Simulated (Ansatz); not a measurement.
**Ge3H8, 11 atoms: time against threads**

Wanted: the time that a CCSD(T) calculation on a Hartree-Fock reference takes for Ge3H8, and how the time changes with the share of the machine.

Program: Ansatz 0.2.0 (CCSD(T), HF, Gaussian basis). Host: Arm Neoverse N1, 56 cores, 56 hardware threads, 90 GiB; it was booked for these runs alone, one at a time. Each run is timed once from launch to exit, start-up included.

## Step 1: The job

A molecule of 11 atoms and 104 electrons, in the basis def2-svp.

## Step 2: Baseline

input.yaml reads:

```yaml
crystal:
  periodic: [false, false, false]
  atoms:
    - { symbol: Ge, position_ang: [0.0000, 0.0000, 0.0000] }
    - { symbol: H, position_ang: [0.0000, -0.8932, 1.2551] }
    - { symbol: H, position_ang: [0.0000, -0.8932, -1.2551] }
    - { symbol: H, position_ang: [-1.2842, 0.8500, 0.0000] }
    - { symbol: Ge, position_ang: [2.0263, 1.3412, 0.0000] }
    - { symbol: H, position_ang: [2.0263, 2.2344, 1.2551] }
    - { symbol: H, position_ang: [2.0263, 2.2344, -1.2551] }
    - { symbol: Ge, position_ang: [4.0527, 0.0000, 0.0000] }
    - { symbol: H, position_ang: [4.0527, -0.8932, 1.2551] }
    - { symbol: H, position_ang: [4.0527, -0.8932, -1.2551] }
    - { symbol: H, position_ang: [5.3369, 0.8500, 0.0000] }
basis:
  gaussian: { orbitals: def2-svp }
correlation: { method: ccsd_t }
```

Command:

```
$ taskset -c 8-63 ansatz run input.yaml --threads 32 --backend cpu --max-ram 64GiB --events-out ev --progress --plain --runs-dir out
```

## Step 3: On 2 threads

input.yaml is that of step 2.

(Steps that only read results are left out.)

**Question.** How long do these runs take on this host, and what pays? Wanted: reference; fastest over threads; speed-up from 2 to 32 threads.

The runs gave:

| quantity | value |
| --- | --- |
| reference | 2.9 s on 32 threads |
| fastest over threads | 2.9 s on 32 |
| speed-up from 2 to 32 threads | 8.6 (54 % efficient) |

Going from 2 to 32 threads cuts the time by a factor of 8.6, 54 % of the ideal. At a few seconds, start-up and serial parts weigh heavily. The figures hold for this build, input and host.
